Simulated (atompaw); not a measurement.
# Rb: the cost of one run

The numbers are computed with atompaw 4.2.0.5 (PBE, scalar-relativistic, spin-unpolarised reference atom).

## Step 1: Starting point

Typed settings, in words:

| Item | Value |
| --- | --- |
| element | rubidium (Rb, Z = 37) |
| type | PAW |
| frozen core | [Ar] 3d10 |
| valence charge | 9 |
| reference configuration | 4s2 4p6 5s1 5p0 |
| partial waves | 4s (bound): rc 2.50 bohr; 5s (bound): rc 2.55 bohr; 4p (bound): rc 2.05 bohr; 5p (bound, empty): rc 2.95 bohr; 4d channel at 0.15 Ry: rc 2.80 bohr; 4d channel at 0.7 Ry: rc 2.80 bohr |
| local potential | troulliermartins scheme with l = 3 at 0 Ry, radius 2.55 bohr |
| core correction | smooth core density matched at 1.75 bohr |
| augmentation charge | sinc compensation charge, radius 1.78 bohr; PAW radius 2.95 bohr; waves and projectors: custom rrkj gramschmidtortho |

The outer shells as boxes (Hund's rule for the drawing; the calculation is spin-unpolarised):

```
[Ar] core
3d [↑↓][↑↓][↑↓][↑↓][↑↓]
4s [↑↓]
4p [↑↓][↑↓][↑↓]
5s [↑ ]
5p [  ][  ][  ]
```

The nodes and maxima of the atom's own shells, from an earlier all-electron run, set the scale for the radii.

All-electron outer shells of the reference configuration (PBE, scalar-relativistic, ld1.x):

```json
{"shell": "3p", "level (eV)": "-224.88", "outermost node (bohr)": "0.19", "outermost maximum (bohr)": "0.44"}
{"shell": "3d", "level (eV)": "-103.96", "outermost node (bohr)": "–", "outermost maximum (bohr)": "0.39"}
{"shell": "4s", "level (eV)": "-31.89", "outermost node (bohr)": "0.62", "outermost maximum (bohr)": "1.25"}
{"shell": "4p", "level (eV)": "-15.96", "outermost node (bohr)": "0.64", "outermost maximum (bohr)": "1.42"}
{"shell": "5s", "level (eV)": "-2.23", "outermost node (bohr)": "1.79", "outermost maximum (bohr)": "4.38"}
{"shell": "5p", "level (eV)": "-0.75", "outermost node (bohr)": "2.21", "outermost maximum (bohr)": "6.21"}
```

## Step 2: Generating the potential

Rb.input reads:

```
Rb 37
GGA-PBE scalarrelativistic loggrid 1500 logderivrange -4 5 226
5 5 3 0 0 0
5 0 1
5 1 0
0 0 0
c
c
c
v
v
c
c
v
v
c
2
2.95 1.78 2.55 1.75
n
n
y
0.15
y
0.7
n
custom rrkj gramschmidtortho sinc
3 0 troulliermartins
2.50
2.55
2.05
2.95
2.80
2.80
PWSCFOUT
UPFDX 0.0125d0 UPFXMIN -7.d0 UPFZMESH 37.d0
END
```

Command:

```bash
$ atompaw < Rb.input > Rb.log
```

**Question.** How long does this run take on 1 thread of Intel Xeon 6975P-C, shared host?

About 4.9 s.
